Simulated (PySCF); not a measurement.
# Cl4Fe (FeCl4): the cost of one run

Programs: PySCF 2.14.0, with routines of our own; each step states its level. All values are computed. Atoms count from 0.

## Step 1: The starting structure

5 atoms, charge 0, states of the metal's open shell are computed; geometry from: model geometry, bond lengths from ionic radii.

## Step 2: Ligand-field states: state-averaged CASSCF

The job: settings as JSON, then the geometry in Å.

```
{"job": {"kind": "lf", "basis": {"metal": "x2c-TZVPall", "ligand": "x2c-SVPall"}, "nevpt": true}, "charge": 0, "metal": "Fe", "open_shell": "d4"}
Fe     0.000000     0.000000     0.000000
Cl     1.255737     1.255737     1.255737
Cl    -1.255737    -1.255737     1.255737
Cl    -1.255737     1.255737    -1.255737
Cl     1.255737    -1.255737    -1.255737
```

With the program's defaults for keys left out, this is: state-averaged CASSCF of the metal d shell, SC-NEVPT2 on the averaged canonical orbitals, state-interaction spin-orbit coupling.

The run is started by

```bash
OMP_NUM_THREADS=1 python lf_run.py task.json out
```

The driver reads the jobs from task.json and runs them one after another.

**Question.** How long does this first job take on 1 thread of Arm Neoverse V1, shared host, and how much memory does it need?

About 12 s, with a peak of 0.31 GiB.
